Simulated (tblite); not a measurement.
# C4H11GeN: the cost of one run

The runs use tblite 0.8.0 and PySCF 2.14.0, with density-fitted response routines of our own; the level of theory stands in each step. All values are computed, except where a source is named. Atoms count from 0, in the outputs and in this text.

**1. The molecule as given**

17 atoms, charge 0, multiplicity 1; geometry from: force field or distance geometry start.

Bonds of the start (Å): N0–C1 1.47, C1–C2 1.52, C2–C3 1.53, C3–Ge4 1.93, Ge4–C5 1.94, C5–C2 1.54, N0–H6 1.04, N0–H7 1.04, C1–H8 1.12, C1–H9 1.10, C2–H10 1.12, C3–H11 1.12, C3–H12 1.12, Ge4–H13 1.55, Ge4–H14 1.54, C5–H15 1.10, C5–H16 1.11.

**2. Optimising the geometry with GFN2-xTB**

The job: settings as JSON, then the geometry in Å.

```
{"job": {"kind": "relax", "xc": "GFN2-xTB", "basis": "xTB"}, "charge": 0, "multiplicity": 1}
N      2.177000     0.934800     0.850700
C      1.477200     0.109100    -0.141500
C      0.027200     0.544600    -0.278900
C     -0.870600     0.165100     0.900800
Ge    -2.083900    -0.934100    -0.127800
C     -0.742200    -0.254400    -1.354300
H      1.823900     0.681500     1.800300
H      3.189200     0.690500     0.832800
H      1.547400    -0.970600     0.165800
H      1.985700     0.218000    -1.110200
H     -0.052100     1.637500    -0.492900
H     -0.356700    -0.459900     1.678800
H     -1.395900     1.036800     1.356900
H     -3.465000    -0.270600    -0.339600
H     -1.933000    -2.439300     0.151600
H     -1.191100     0.404200    -2.113100
H     -0.144200    -1.081400    -1.789200
```

The run is started by

```console
$ OMP_NUM_THREADS=1 python probes_run.py task.json out
```

The driver reads the jobs from task.json and runs them one after another.

Q: Estimate the wall time and peak memory of this first job on 1 thread of Intel Xeon at 2.50GHz, shared host.

About 1.7 s, with a peak of 0.18 GiB.
